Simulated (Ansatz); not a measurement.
**SnTe2: a single-point run**

Wanted: a converged single-point run for SnTe2, and a check of what comes out. The structure is shown as the input types it. The cell is built on a prototype (CdCl2 type) and needn't be the phase found in nature.

Computed with Ansatz 0.2.0 (density functional or hybrid calculation with the settings of its input, plane waves (as first typed), unless a step's input says otherwise).

4 further runs of the same task are left out: 2 for a known fault of the program, 2 that didn't finish.

## Step 1: Starting point

It takes space group R-3m (No. 166, trigonal). Conventional cell: a = 4.177 Å, b = 4.177 Å, c = 18.873 Å, α = 90.00°, β = 90.00°, γ = 120.00°. Around Sn (site symmetry -3m) lie 6 Te at 2.97 Å. Te (site symmetry 3m) has 3 Sn at 2.97 Å as nearest neighbours.

Structure file:

```cif
data_structure
_symmetry_space_group_name_H-M 'R-3m:H'
_symmetry_Int_Tables_number 166
_cell_length_a 4.1766
_cell_length_b 4.1766
_cell_length_c 18.8729
_cell_angle_alpha 90.000
_cell_angle_beta 90.000
_cell_angle_gamma 120.000
_cell_volume 285.11
loop_
_atom_site_label
_atom_site_type_symbol
_atom_site_symmetry_multiplicity
_atom_site_Wyckoff_symbol
_atom_site_fract_x
_atom_site_fract_y
_atom_site_fract_z
_atom_site_occupancy
Sn1 Sn 3 a 0.00000 0.00000 0.00000 1
Te1 Te 6 c 0.33333 0.66667 0.90803 1
```

## Step 2: Input and run

Contents of input.yaml:

```yaml
crystal:
  lattice:
    - [2.0883103927, 1.2056865674, 6.2909642825]
    - [-2.0883103927, 1.2056865674, 6.2909642825]
    - [0.0, -2.4113731348, 6.2909642825]
  atoms:
    - { symbol: Sn, position: [0.0, 0.0, 0.0] }
    - { symbol: Te, position: [0.241366439, 0.241366439, 0.241366439] }
    - { symbol: Te, position: [0.758633561, 0.758633561, 0.758633561] }
kpoints:
  mp_grid: { grid: [6, 6, 6] }
hamiltonian:
  xc: pbesol
scf:
  occupations: { method: fermi_dirac, width: 0.02 }
  n_extra_bands: 4
  convergence: { dr2_threshold: 1.0 }
  max_iter: 70
output:
  forces: true
  stress: true
  eigenvalues: true
```

Started as:

```sh
> ansatz run input.yaml --threads 4 --pin off --max-ram 3686MiB --backend cpu --events-out ev --progress --plain --runs-dir out
```

Q: Will this input give a usable result? If not, why, and what should change?

The program finished normally, with warnings (force scf threshold loose, stress scf threshold loose). Its log warns: «scf.convergence.dr2_threshold = 1e0 eV is looser than this run's default, which is 1e-7 eV or tighter. The error in the forces grows as the threshold's square root ...»

The threshold asked is loose, but the program put off the close and ended at dr2 = 1.4e-7, so little accuracy was lost here.

The test: delete scf.convergence.dr2_threshold (the default then holds).
